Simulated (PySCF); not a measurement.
# BSiH3OF2 (SMILES FB(F)O[SiH3]), step by step

We compute a series of 9 runs (PBE0-D4/def2-TZVP, MP2/def2-TZVPP, PBE-D4/def2-TZVPP, r2SCAN-D4/def2-TZVPP, B3LYP-D4/def2-TZVPP, PBE0-D4/def2-TZVPP, wB97M-V/def2-TZVPP, SVWN5/def2-TZVPP, and more) of BSiH3OF2. 

The calculation is run with PySCF 2.14.0.

1 further run of the same task is left out (for a faulty analytic Hessian).

## (1) The molecule

BSiH3OF2: 8 atoms, total charge 0, spin state singlet. As SMILES, `FB(F)O[SiH3]`. All atoms were displaced at random from a relaxed shape. The run starts from this shape.

Bond lengths: F1–B2 1.344 Å, B2–F3 1.285 Å, B2–O4 1.369 Å, O4–Si5 1.590 Å, Si5–H6 1.455 Å, Si5–H7 1.537 Å, Si5–H8 1.498 Å. Angles: F1–B2–F3 116.8°, F1–B2–O4 119.4°, F3–B2–O4 123.7°, B2–O4–Si5 129.6°, O4–Si5–H6 115.1°, O4–Si5–H7 104.9°, O4–Si5–H8 110.8°, H6–Si5–H7 108.4°, H6–Si5–H8 111.6°, H7–Si5–H8 105.4°.

## (2) A structure relaxation at PBE0-D4/def2-TZVP (density fitting with def2-universal-jkfit) (run 1)

File geometry.xyz:

```xyz
8

F      1.622173    -1.954539     1.137976
B      0.553878    -1.277732     0.681790
F     -0.601924    -1.772637     0.944851
O      0.740934    -0.090338     0.026021
Si    -0.333378     0.950404    -0.513172
H     -1.206243     1.518185     0.502952
H      0.493375     2.088039    -1.133381
H     -1.117321     0.364839    -1.647512
```

File run.py:

```python
from pyscf import gto, dft
from pyscf.geomopt.geometric_solver import kernel as optimise

molecule = gto.M(
    atom='geometry.xyz',
    basis='def2-tzvp',
    max_memory=1860,
    verbose=3,
)

calc0 = dft.RKS(molecule, xc='pbe0')
calc0 = calc0.density_fit(auxbasis='def2-universal-jkfit')
calc0.max_cycle = 100
calc0.grids.level = 4
calc0.disp = 'd4'
calc0.conv_tol = 1e-09
converged, mol_eq = optimise(calc0, maxsteps=100)
print('converged:', converged)
print(mol_eq.tostring())

calc0.reset(mol_eq)
molecule = mol_eq
calc0.kernel()
e_tot = calc0.e_tot
print(f'total energy: {e_tot:.8f} hartree')
```

The run is started by

```sh
OMP_NUM_THREADS=1 python run.py
```

What it wrote:

```text
maxiter                   100
----------------------------------------------------------
Custom engine selected.
Bonds will be generated from interatomic distances less than 1.20 times sum of covalent radii
24 internal coordinates being used (instead of 24 Cartesians)
Internal coordinate system (atoms numbered from 1):
Distance 1-2
Distance 2-3
Distance 2-4
Distance 4-5
Distance 5-6
Distance 5-7
Distance 5-8
Angle 1-2-4
Angle 3-2-4
Angle 2-4-5
Angle 4-5-6
Angle 4-5-7
Angle 4-5-8
Angle 6-5-7
Angle 6-5-8
Angle 7-5-8
Out-of-Plane 2-1-3-4
Dihedral 1-2-4-5
Dihedral 3-2-4-5
Dihedral 2-4-5-6
Dihedral 2-4-5-7
Dihedral 2-4-5-8
Translation-X 1-8
Translation-Y 1-8
Translation-Z 1-8
Rotation-A 1-8
Rotation-B 1-8
Rotation-C 1-8
> ===== Optimization Info: ====
> Job type: Energy minimization
> Maximum number of optimization cycles: 100
> Initial / maximum trust radius (Angstrom): 0.100 / 0.300
> Convergence Criteria:
> Will converge when all 5 criteria are reached:
>  |Delta-E| < 1.00e-06
>  RMS-Grad  < 3.00e-04
>  Max-Grad  < 4.50e-04
>  RMS-Disp  < 1.20e-03
>  Max-Disp  < 1.80e-03
> === End Optimization Info ===

Geometry optimization cycle 1
Cartesian coordinates (Angstrom)
 Atom        New coordinates             dX        dY        dZ
   F   1.622173  -1.954539   1.137976    0.000000  0.000000  0.000000
   B   0.553878  -1.277732   0.681790   -0.000000  0.000000  0.000000
   F  -0.601924  -1.772637   0.944851    0.000000  0.000000  0.000000
[... 4 lines of this table left out ...]
   H  -1.117321   0.364839  -1.647512    0.000000  0.000000  0.000000

WARN: Mole.unit (angstrom) is changed to Bohr

converged SCF energy = -590.976462060108
--------------- DFRKS_Scanner gradients ---------------
         x                y                z
0 F     0.0136754226    -0.0107034189     0.0096168028
1 B    -0.0531736345    -0.0154043080     0.0002587394
2 F     0.0322593485     0.0104173248    -0.0031233292
[... 4 lines of this table left out ...]
7 H     0.0005745455     0.0007519252    -0.0063324993
----------------------------------------------
cycle 1: E = -590.97646206  dE = -590.976  norm(grad) = 0.116158
Step    0 : Gradient = 4.107e-02/6.749e-02 (rms/max) Energy = -590.9764620601
Hessian Eigenvalues: 2.30000e-02 2.30000e-02 3.10965e-02 ... 5.32062e-01 5.62288e-01 7.16799e-01

Geometry optimization cycle 2
Cartesian coordinates (Angstrom)
 Atom        New coordinates             dX        dY        dZ
   F   1.635181  -1.954350   1.096610    0.013008  0.000189 -0.041366
   B   0.560247  -1.264457   0.740383    0.006369  0.013275  0.058593
   F  -0.639735  -1.760845   0.908054   -0.037811  0.011792 -0.036797
[... 4 lines of this table left out ...]
   H  -1.117587   0.346644  -1.627600   -0.000266 -0.018195  0.019912
converged SCF energy = -590.983087232798
--------------- DFRKS_Scanner gradients ---------------
         x                y                z
0 F     0.0093923133    -0.0005751529    -0.0051833285
1 B    -0.0219922260    -0.0055005791     0.0194621264
2 F     0.0089884208     0.0063772934    -0.0084488266
[... 4 lines of this table left out ...]
7 H     0.0000786547     0.0007838401    -0.0009920708
----------------------------------------------
cycle 2: E = -590.983087233  dE = -0.00662517  norm(grad) = 0.0406622
Step    1 : Displace = 4.356e-02/6.097e-02 (rms/max) Trust = 1.000e-01 (=) Grad = 1.438e-02/2.988e-02 (rms/max) E (change) = -590.9830872328 (-6.625e-03) Quality = 0.942
Hessian Eigenvalues: 2.29617e-02 2.30000e-02 3.83502e-02 ... 5.13647e-01 5.58737e-01 6.89657e-01

Geometry optimization cycle 3
Cartesian coordinates (Angstrom)
 Atom        New coordinates             dX        dY        dZ
   F   1.603647  -1.949774   1.159531   -0.031534  0.004576  0.062921
   B   0.579954  -1.295826   0.663344    0.019707 -0.031370 -0.077039
   F  -0.615344  -1.766791   1.001258    0.024392 -0.005946  0.093205
[... 4 lines of this table left out ...]
   H  -1.130014   0.388552  -1.657170   -0.012427  0.041907 -0.029570
converged SCF energy = -590.983108278405
--------------- DFRKS_Scanner gradients ---------------
         x                y                z
0 F    -0.0092050683     0.0051066798     0.0039147450
1 B     0.0047609882    -0.0094443988    -0.0160300323
2 F     0.0033427313     0.0000186141     0.0074213181
[... 4 lines of this table left out ...]
7 H    -0.0001587004     0.0005087963     0.0019671986
----------------------------------------------
cycle 3: E = -590.983108278  dE = -2.10456e-05  norm(grad) = 0.0323269
Step    2 : Displace = 6.411e-02/9.566e-02 (rms/max) Trust = 1.414e-01 (+) Grad = 1.143e-02/1.920e-02 (rms/max) E (change) = -590.9831082784 (-2.105e-05) Quality = 0.007
Hessian Eigenvalues: 2.29476e-02 2.30003e-02 4.99995e-02 ... 5.16576e-01 5.65807e-01 6.83945e-01

Geometry optimization cycle 4
Cartesian coordinates (Angstrom)
 Atom        New coordinates             dX        dY        dZ
   F   1.623220  -1.960013   1.124383    0.019573 -0.010239 -0.035148
   B   0.577840  -1.275751   0.703069   -0.002114  0.020075  0.039725
   F  -0.622513  -1.773540   0.965823   -0.007169 -0.006749 -0.035435
[... 4 lines of this table left out ...]
[... 1 line left out ...]
converged SCF energy = -590.984955697494
[... 20 lines left out ...]
converged SCF energy = -590.984987066401
[... 20 lines left out ...]
converged SCF energy = -590.984987847436
[... 20 lines left out ...]
converged SCF energy = -590.984993431475
[... 20 lines left out ...]
converged SCF energy = -590.984994471287
[... 20 lines left out ...]
converged SCF energy = -590.984995803977
[... 20 lines left out ...]
converged SCF energy = -590.984996023781
[... 20 lines left out ...]
converged SCF energy = -590.984996119684
[... 20 lines left out ...]
converged SCF energy = -590.984996148645
[... 20 lines left out ...]
converged SCF energy = -590.984996229467
[... 20 lines left out ...]
converged SCF energy = -590.98499634662
[... 20 lines left out ...]
converged SCF energy = -590.98499639907
[... 20 lines left out ...]
converged SCF energy = -590.984996446559
[... 6 lines left out ...]
7 H     0.0000006943     0.0000016660    -0.0000027880
----------------------------------------------
cycle 16: E = -590.984996447  dE = -4.74896e-08  norm(grad) = 5.72299e-05
Step   15 : Displace = 1.152e-03/2.207e-03 (rms/max) Trust = 1.228e-03 (=) Grad = 2.023e-05/4.371e-05 (rms/max) E (change) = -590.9849964466 (-4.749e-08) Quality = 0.336
Hessian Eigenvalues: 5.76604e-04 1.48481e-02 2.05398e-02 ... 5.50752e-01 6.27037e-01 7.56838e-01

Geometry optimization cycle 17
Cartesian coordinates (Angstrom)
 Atom        New coordinates             dX        dY        dZ
   F   1.639757  -1.960511   1.105273    0.001201  0.000648 -0.000221
   B   0.586395  -1.277266   0.701196    0.001111  0.000176 -0.000756
   F  -0.611851  -1.790776   0.952526    0.001255 -0.001115 -0.002690
[... 4 lines of this table left out ...]
   H  -1.124459   0.362205  -1.645434    0.000255 -0.000530  0.000793
converged SCF energy = -590.984996497647
--------------- DFRKS_Scanner gradients ---------------
         x                y                z
0 F    -0.0000068246     0.0000013857     0.0000043604
1 B     0.0000137867     0.0000127589     0.0000158788
2 F    -0.0000193010    -0.0000036205     0.0000039030
[... 4 lines of this table left out ...]
7 H     0.0000014578     0.0000015445    -0.0000033563
----------------------------------------------
cycle 17: E = -590.984996498  dE = -5.10877e-08  norm(grad) = 5.54578e-05
Step   16 : Displace = 1.112e-03/2.080e-03 (rms/max) Trust = 1.228e-03 (=) Grad = 1.961e-05/4.057e-05 (rms/max) E (change) = -590.9849964976 (-5.109e-08) Quality = 0.343
Hessian Eigenvalues: 5.12777e-04 1.13475e-02 1.96800e-02 ... 5.51890e-01 6.20022e-01 7.54738e-01

Geometry optimization cycle 18
Cartesian coordinates (Angstrom)
 Atom        New coordinates             dX        dY        dZ
   F   1.641533  -1.959645   1.104709    0.001776  0.000866 -0.000563
   B   0.587942  -1.276979   0.700269    0.001547  0.000287 -0.000926
   F  -0.610048  -1.792083   0.949516    0.001803 -0.001307 -0.003010
[... 4 lines of this table left out ...]
   H  -1.123993   0.361661  -1.644585    0.000465 -0.000544  0.000848
converged SCF energy = -590.984996555951
--------------- DFRKS_Scanner gradients ---------------
         x                y                z
0 F    -0.0000103917    -0.0000004147     0.0000024357
1 B     0.0000054388     0.0000072834     0.0000196383
2 F    -0.0000099842    -0.0000030797     0.0000020193
[... 4 lines of this table left out ...]
7 H     0.0000016652     0.0000007500    -0.0000030388
----------------------------------------------
cycle 18: E = -590.984996556  dE = -5.83042e-08  norm(grad) = 4.94282e-05
Step   17 : Displace = 1.238e-03/2.252e-03 (rms/max) Trust = 1.228e-03 (=) Grad = 1.748e-05/3.734e-05 (rms/max) E (change) = -590.9849965560 (-5.830e-08) Quality = 0.331
Hessian Eigenvalues: 5.07203e-04 9.45665e-03 1.95223e-02 ... 5.49745e-01 6.13286e-01 7.61849e-01

Geometry optimization cycle 19
Cartesian coordinates (Angstrom)
 Atom        New coordinates             dX        dY        dZ
   F   1.643648  -1.958640   1.103898    0.002116  0.001006 -0.000811
   B   0.589740  -1.276555   0.699318    0.001798  0.000424 -0.000952
   F  -0.607943  -1.793232   0.946760    0.002105 -0.001149 -0.002756
[... 4 lines of this table left out ...]
   H  -1.123361   0.361233  -1.643852    0.000632 -0.000428  0.000733
converged SCF energy = -590.984996603565
--------------- DFRKS_Scanner gradients ---------------
         x                y                z
0 F    -0.0000161004    -0.0000007275    -0.0000003057
1 B     0.0000112547     0.0000162620     0.0000135623
2 F    -0.0000106528    -0.0000063124     0.0000031709
[... 4 lines of this table left out ...]
7 H     0.0000007262     0.0000004806    -0.0000027615
----------------------------------------------
cycle 19: E = -590.984996604  dE = -4.7614e-08  norm(grad) = 4.83484e-05
Step   18 : Displace = 1.112e-03/1.962e-03 (rms/max) Trust = 1.228e-03 (=) Grad = 1.709e-05/3.025e-05 (rms/max) E (change) = -590.9849966036 (-4.761e-08) Quality = 0.287
Hessian Eigenvalues: 4.66436e-04 8.37887e-03 1.96142e-02 ... 5.49756e-01 6.10515e-01 7.63088e-01

Geometry optimization cycle 20
Cartesian coordinates (Angstrom)
 Atom        New coordinates             dX        dY        dZ
   F   1.646269  -1.957322   1.102943    0.002621  0.001317 -0.000955
   B   0.591892  -1.275989   0.698290    0.002152  0.000565 -0.001027
   F  -0.605375  -1.794429   0.943940    0.002568 -0.001197 -0.002820
[... 4 lines of this table left out ...]
   H  -1.122607   0.360937  -1.643130    0.000754 -0.000296  0.000722
converged SCF energy = -590.984996642636
--------------- DFRKS_Scanner gradients ---------------
         x                y                z
0 F    -0.0000107702    -0.0000025961    -0.0000014446
1 B    -0.0000108352    -0.0000063858     0.0000226311
2 F     0.0000046160     0.0000010068    -0.0000005376
[... 4 lines of this table left out ...]
7 H     0.0000005926    -0.0000004674    -0.0000006392
----------------------------------------------
cycle 20: E = -590.984996643  dE = -3.90705e-08  norm(grad) = 3.97101e-05
Step   19 : Displace = 1.138e-03/2.008e-03 (rms/max) Trust = 1.228e-03 (=) Grad = 1.404e-05/2.589e-05 (rms/max) E (change) = -590.9849966426 (-3.907e-08) Quality = 0.232
Hessian Eigenvalues: 3.94651e-04 7.79311e-03 1.98903e-02 ... 5.54386e-01 6.20037e-01 7.54155e-01

Geometry optimization cycle 21
Cartesian coordinates (Angstrom)
 Atom        New coordinates             dX        dY        dZ
   F   1.648113  -1.956322   1.102289    0.001844  0.001000 -0.000654
   B   0.593417  -1.275464   0.697652    0.001525  0.000525 -0.000639
   F  -0.603583  -1.794929   0.942429    0.001792 -0.000500 -0.001512
[... 4 lines of this table left out ...]
   H  -1.122047   0.360882  -1.642772    0.000560 -0.000055  0.000358
converged SCF energy = -590.984996656533
--------------- DFRKS_Scanner gradients ---------------
         x                y                z
0 F    -0.0000061688    -0.0000042467    -0.0000009651
1 B    -0.0000178220    -0.0000042673     0.0000180128
2 F     0.0000066038     0.0000020326    -0.0000005702
[... 4 lines of this table left out ...]
7 H    -0.0000001028    -0.0000010639    -0.0000007605
----------------------------------------------
cycle 21: E = -590.984996657  dE = -1.38976e-08  norm(grad) = 3.57656e-05
Step   20 : Displace = 5.737e-04/1.008e-03 (rms/max) Trust = 5.689e-04 (-) Grad = 1.265e-05/2.570e-05 (rms/max) E (change) = -590.9849966565 (-1.390e-08) Quality = 0.143
Hessian Eigenvalues: 3.94651e-04 7.79311e-03 1.98903e-02 ... 5.54386e-01 6.20037e-01 7.54155e-01
Converged! =D

converged: True
F           1.64811302       -1.95632238        1.10228894
B           0.59341677       -1.27546403        0.69765181
F          -0.60358335       -1.79492889        0.94242856
[... 4 lines of this table left out ...]
H          -1.12204652        0.36088167       -1.64277212
converged SCF energy = -590.984996656434
total energy: -590.98499666 hartree
```

It took 12 min on 1 thread of Arm Neoverse V2, shared host; peak memory 1.6 GiB.

The path in brief:

```csv
step,energy from the first frame kept (eV),largest force (eV/Å)
0,0.0000,3.4705
1,-0.1803,1.5364
2,-0.1809,0.9876
3,-0.2311,0.1311
4,-0.2320,0.0753
5,-0.2320,0.0563
6,-0.2322,0.0190
7,-0.2322,0.0134
8,-0.2322,0.0098
9,-0.2322,0.0063
10,-0.2322,0.0040
11,-0.2322,0.0070
12,-0.2322,0.0073
13,-0.2322,0.0028
14,-0.2322,0.0025
15,-0.2322,0.0022
16,-0.2322,0.0021
17,-0.2322,0.0019
18,-0.2322,0.0016
19,-0.2322,0.0013
20,-0.2322,0.0013
```

After the run. Bond lengths: F1–B2 1.319 Å, B2–F3 1.328 Å, B2–O4 1.339 Å, O4–Si5 1.660 Å, Si5–H6 1.483 Å, Si5–H7 1.479 Å, Si5–H8 1.483 Å. Angles: F1–B2–F3 117.5°, F1–B2–O4 120.5°, F3–B2–O4 121.9°, B2–O4–Si5 133.8°, O4–Si5–H6 109.6°, O4–Si5–H7 106.3°, O4–Si5–H8 109.6°, H6–Si5–H7 110.5°, H6–Si5–H8 110.2°, H7–Si5–H8 110.5°.

## (3) The energy at MP2/def2-TZVPP (run 3)

File job.py:

```python
from pyscf import gto, mp

mol = gto.Mole()
mol.atom = '''
F      1.648113    -1.956322     1.102289
B      0.593417    -1.275464     0.697652
F     -0.603583    -1.794929     0.942429
O      0.741873    -0.104734     0.064399
Si    -0.321463     1.000785    -0.571478
H     -1.213130     1.506800     0.499494
H      0.500980     2.098733    -1.123869
H     -1.122047     0.360882    -1.642772
'''
mol.basis = 'def2-tzvpp'
mol.max_memory = 1860
mol.spin = 0
mol.verbose = 3
mol.build()

mf = mol.RHF()
mf.conv_tol = 1e-10
mf.kernel()
if not mf.converged:
    mf = mf.newton().run(mf.mo_coeff, mf.mo_occ)

pt = mp.MP2(mf, frozen=9).run()
e_tot = pt.e_tot
print('E = %.10f Eh' % e_tot)
```

The run is started by

```sh
OMP_NUM_THREADS=1 python job.py
```

What it wrote:

```text
converged SCF energy = -589.484620947976
E(RMP2) = -590.425495647731  E_corr = -0.940874699754757
E(SCS-RMP2) = -590.412217958444  E_corr = -0.927597010467484
E = -590.4254956477 Eh
```

Run time: 92 s. Hardware: 1 thread of Arm Neoverse V2, shared host; peak memory 1.8 GiB.

Runs 4 to 9 aren't shown in full; the table further down has their settings and results.

## (4) A single-point energy at HF/STO-3G (run 10)

File run.py:

```python
# FB(F)O[SiH3]
from pyscf import gto, scf

mol = gto.Mole()
mol.atom = '''
F    1.648113  -1.956322   1.102289
B    0.593417  -1.275464   0.697652
F   -0.603583  -1.794929   0.942429
O    0.741873  -0.104734   0.064399
Si  -0.321463   1.000785  -0.571478
H   -1.213130   1.506800   0.499494
H    0.500980   2.098733  -1.123869
H   -1.122047   0.360882  -1.642772
'''
mol.max_memory = 1860
mol.verbose = 3
mol.basis = 'sto-3g'
mol.build()

hf = scf.RHF(mol)
hf.conv_tol = 1e-10
hf.kernel()
if not hf.converged:
    hf = hf.newton().run(hf.mo_coeff, hf.mo_occ)

etot = hf.e_tot
print('Final energy', etot)
```

The run is started by

```sh
OMP_NUM_THREADS=1 python run.py
```

What it wrote:

```text
converged SCF energy = -581.845763690856
Final energy -581.8457636908555
```

Wall time 0.64 s (1 thread of Arm Neoverse V2, shared host); peak memory 0.11 GiB.

## (5) All runs side by side

| run | level | task | integral approximation | energy (Eh) | dipole moment (D) of the reference | HOMO energy (eV) | LUMO energy (eV) | wall time |
| --- | --- | --- | --- | --- | --- | --- | --- | --- |
| 1 | PBE0-D4/def2-TZVP (density fitting with def2-universal-jkfit) | optimise | def2-universal-jkfit | -590.984997 | 1.76 | -9.67 | -0.22 | 12 min |
| 3 | MP2/def2-TZVPP | energy | none | -590.425496 | 1.88 | -13.21 | 2.61 | 92 s |
| 4 | PBE-D4/def2-TZVPP | energy | none | -590.947796 | 1.66 | -8.22 | -1.08 | 1.9 min |
| 5 | r2SCAN-D4/def2-TZVPP (density fitting with def2-universal-jkfit) | energy | def2-universal-jkfit | -591.253683 | 1.68 | -8.59 | -0.61 | 1.9 min |
| 6 | B3LYP-D4/def2-TZVPP | energy | none | -591.451371 | 1.76 | -9.47 | -0.48 | 1.9 min |
| 7 | PBE0-D4/def2-TZVPP | energy | none | -590.985407 | 1.76 | -9.67 | -0.23 | 1.8 min |
| 8 | wB97M-V/def2-TZVPP (density fitting with def2-universal-jkfit) | energy | def2-universal-jkfit | -591.312797 | 1.72 | -11.95 | 1.36 | 2.7 min |
| 9 | SVWN5/def2-TZVPP | energy | none | -588.167936 | 1.77 | -8.30 | -1.35 | 94 s |
| 10 | HF/STO-3G | energy | none | -581.845764 | 1.94 | -9.94 | 10.15 | 0.64 s |

## (6) Results

```
                        quantity          value
 run 10, HF/STO-3G: total energy  -581.84576 Eh
run 10, HF/STO-3G: dipole moment         1.94 D
  run 10, HF/STO-3G: HOMO energy       -9.94 eV
  run 10, HF/STO-3G: LUMO energy       10.15 eV
run 10, HF/STO-3G: HOMO–LUMO gap       20.10 eV
```

What this shows: Over runs 4, 5, 6, 7, 8, 9, 10 the dipole moment (its size) runs from 1.66 D (PBE-D4/def2-TZVPP) to 1.94 D (HF/STO-3G). The two ends differ in method and basis. Over runs 4, 5, 6, 7, 8, 9, 10 the HOMO–LUMO gap runs from 6.96 eV (SVWN5/def2-TZVPP) to 20.10 eV (HF/STO-3G). Totals of different functionals can't be ranked against each other. In run 10 the basis is minimal, so the values are rough. All runs together took 26 min, the longest 12 min.
